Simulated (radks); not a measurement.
# Ge⁴⁺ in [Ar] 3d8 4d2: an all-electron calculation

An exercise on one series of results from a longer session: the logs are not shown, and one member is left open.

Program: radks (a radial shooting solver on a logarithmic mesh, Libxc functionals) version 1. Level of theory: scalar-relativistic Kohn-Sham, LDA (Slater exchange, Perdew-Zunger correlation), spin-unpolarised, spherical densities, point nucleus. These are calculated values, not measurements, unless marked.

**Starting point**

- element: germanium (Z = 32)
- charge: +4
- electrons: 28
- configuration: [Ar] 3d8 4d2

Outer shells as boxes (Hund's rule):

Ge⁴⁺
```
[Ar] core
3d [↑↓][↑↓][↑↓][↑ ][↑ ]
4d [↑ ][↑ ][  ][  ][  ]
```

The first run:

Settings of this run:

```text
Z 32
configuration [Ar] 3d8 4d2
relativity scalar-relativistic
functional lda,pz
spin unpolarised
nucleus point
c 137.035999084
```

One table of the session follows, with a row left open; its other results are not shown here.

It belongs to the step «Radial structure». From the orbitals of this run (lengths in bohr):

| level | <r> | outermost maximum (interpolated) | 90 % within | nodes |
| --- | --- | --- | --- | --- |
| 1s | 0.04707 | 0.0308 | 0.0841 | 0 |
| 2s | ? | ? | ? | ? |
| 2p | 0.1839 | 0.141 | 0.300 | 0 |
| 3s | 0.6145 | 0.539 | 0.915 | 2 |
| 3p | 0.6300 | 0.538 | 0.962 | 1 |
| 3d | 0.6614 | 0.486 | 1.09 | 0 |
| 4d | 2.309 | 2.07 | 3.41 | 1 |

**Question.** Estimate the row for 2s.

As computed: <r>: 0.2104; outermost maximum (interpolated): 0.176; 90 % within: 0.325; nodes: 1. In the column «<r>» it lies between 2p (0.1839) and 3s (0.6145).
